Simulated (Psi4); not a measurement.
# Two attempts at C8H9F5O2 (SMILES C=C(C)CCOC(=O)C(F)(F)C(F)(F)F)

Aim: a single-point energy of C8H9F5O2 at UXLYP/cc-pVDZ (density fitting).

Program for the calculation: Psi4 1.11.

2 further runs of the same task are left out: 2 set aside as unsound or not needed.

## (1) The structure to begin with

C8H9F5O2 has 24 atoms, charge 0, and is taken as a singlet. SMILES: `C=C(C)CCOC(=O)C(F)(F)C(F)(F)F`. Geometry: relaxed at GFN2-xTB. This is one conformer, not always the lowest.

Some bond lengths: C1–C2 1.323 Å, C2–C3 1.500 Å, C2–C4 1.506 Å, C4–C5 1.519 Å, C5–O6 1.441 Å, O6–C7 1.308 Å, C7–O8 1.193 Å, C7–C9 1.562 Å, C9–F10 1.345 Å, C9–F11 1.350 Å, C9–C12 1.551 Å, C12–F13 1.327 Å, C12–F14 1.335 Å, C12–F15 1.331 Å, C1–H16 1.076 Å, C1–H17 1.075 Å. Some angles: C1–C2–C3 122.0°, C1–C2–C4 124.6°, C3–C2–C4 113.3°, C2–C4–C5 114.9°, C4–C5–O6 107.3°, C5–O6–C7 116.8°, O6–C7–O8 128.3°, O6–C7–C9 109.1°, O8–C7–C9 122.5°, C7–C9–F10 110.8°.

## (2) The input as first written

File c8h9f5o2.xyz:

```xyz
24
C8H9F5O2
C     -3.036150    -1.309680     0.245600
C     -2.695990    -0.044430     0.065070
C     -3.713040     1.057310     0.042630
C     -1.284610     0.442300    -0.136110
C     -0.227240    -0.648540    -0.144180
O      1.046550    -0.008370    -0.356460
C      2.091010    -0.789100    -0.452520
O      2.133990    -1.979190    -0.381710
C      3.369750     0.087810    -0.643810
F      4.341710    -0.612730    -1.255690
F      3.114250     1.168420    -1.411590
C      3.888340     0.571670     0.736000
F      4.954750     1.354440     0.627810
F      2.939740     1.261890     1.373220
F      4.213940    -0.463820     1.506750
H     -4.066110    -1.590610     0.383780
H     -2.325630    -2.115950     0.264640
H     -3.688070     1.576390    -0.914550
H     -3.496710     1.788490     0.820190
H     -4.713600     0.666200     0.200420
H     -1.038410     1.156420     0.654420
H     -1.228360     0.985410    -1.083380
H     -0.391980    -1.370300    -0.949470
H     -0.188140    -1.184020     0.808930
```

File calc.py:

```python
import psi4

psi4.set_memory('3300 MB')
psi4.set_num_threads(1)
psi4.core.set_output_file('run.log', False)

with open('c8h9f5o2.xyz') as f:
    atoms = ''.join(f.readlines()[2:])
m = psi4.geometry('0 1\n' + atoms + 'symmetry c1')

psi4.set_options(dict(reference='uks', docc=[61]))

energy_value = psi4.energy("xlyp/cc-pVDZ", molecule=m)
print(f'total energy {energy_value:.8f} hartree = {energy_value * 27.211386:.5f} eV')
```

The run is started by

```console
$ python calc.py
```

run.log:

```text
=> Loading Basis Set <=

    Name: CC-PVDZ
    Role: ORBITAL
    Keyword: BASIS
```

Standard output:

```text
RuntimeError:
Fatal Error: Got 61 alpha electrons, expected 59.
DOCC and SOCC must specify the occupation of all electrons or none.
```

Run time: 0.88 s. Hardware: 1 thread of AMD EPYC 9R14 (Zen 4), shared host; peak memory 0.14 GiB.

## (3) What went wrong

The program refused the input.

The telling line is `Fatal Error: Got 61 alpha electrons, expected 59.`. Cause: the orbital occupation or active space doesn't match the electron count or the lowest state. To mend it: docc at its default in place of (61).

## (4) Try two

c8h9f5o2.xyz is that of step 2.

File run.py:

```python
import psi4

psi4.set_memory('3300 MB')
psi4.set_num_threads(1)
psi4.set_output_file('c8h9f5o2.out', False)

with open('c8h9f5o2.xyz') as f:
    atoms = ''.join(f.readlines()[2:])
geom = psi4.geometry('0 1\n' + atoms + 'symmetry c1')

psi4.set_options(dict(reference='uks'))

E = psi4.energy('xlyp/cc-pVDZ')
print('E =', round(E, 9))
```

The run is started by

```console
$ python run.py
```

c8h9f5o2.out:

```text
[...]
  Running in c1 symmetry.
[...]
  Nuclear repulsion = 1111.675702342867680
[...]
  Multiplicity = 1
[...]
  Nalpha       = 59
  Nbeta        = 59
[...]
    Number of basis functions: 255
[...]
   @DF-UKS iter   1:  -959.54621038199025    2.62963e-01   5.17683e-03 ADIIS/DIIS
[...]
   @DF-UKS iter  11:  -960.40080731523051   -4.86215e-08   3.11739e-07 DIIS
[...]
   @S^2 Observed:               -1.421085472E-14
[...]
    Orbital Energies [Eh]
    ---------------------
    Alpha Occupied:
       1A    -24.359329     2A    -24.358888     3A    -24.358693
       4A    -24.348675     5A    -24.348610     6A    -18.873268
       7A    -18.815362     8A    -10.180877     9A    -10.119917
      10A    -10.078103    11A    -10.008327    12A     -9.955388
      13A     -9.953542    14A     -9.939776    15A     -9.928587
      16A     -1.221460    17A     -1.172279    18A     -1.130369
      19A     -1.129725    20A     -1.111232    21A     -1.041924
      22A     -0.955886    23A     -0.758640    24A     -0.721370
      25A     -0.689868    26A     -0.628279    27A     -0.625113
      28A     -0.595934    29A     -0.553252    30A     -0.543869
      31A     -0.539267    32A     -0.526916    33A     -0.508796
      34A     -0.496268    35A     -0.472388    36A     -0.461406
[...]
  @DF-UKS Final Energy:  -960.40080731523051
   => Energetics <=
    Nuclear Repulsion Energy =           1111.6757023428676803
    One-Electron Energy =               -3532.6571864892416670
    Two-Electron Energy =                1577.5048388711741154
    DFT Exchange-Correlation Energy =    -116.9241620400306232
    Empirical Dispersion Energy =           0.0000000000000000
    VV10 Nonlocal Energy =                  0.0000000000000000
    Total Energy =                       -960.4008073152305087
[...]
 Multipole Moments:
 ------------------------------------------------------------------------------------
     Multipole            Electronic (a.u.)      Nuclear  (a.u.)        Total (a.u.)
 ------------------------------------------------------------------------------------
 L = 1.  Multiply by 2.5417464519 to convert [e a0] to [Debye]
 Dipole X            :         43.1874655          -44.3960005           -1.2085350
 Dipole Y            :          3.2787371           -2.8393815            0.4393555
 Dipole Z            :          0.6806845           -0.6374863            0.0431982
 Magnitude           :                                                    1.2866454
[...]
```

On the terminal:

```text
E = -960.400807315
```

Run time: 56 s. Hardware: 1 thread of AMD EPYC 9R14 (Zen 4), shared host; peak memory 1.9 GiB.

## (5) Outcome

Level: UXLYP/cc-pVDZ (density fitting).

```
     quantity          value
 total energy  -960.40081 Eh
dipole moment         3.27 D
  HOMO energy       -6.16 eV
  LUMO energy       -1.40 eV
HOMO–LUMO gap        4.76 eV
```
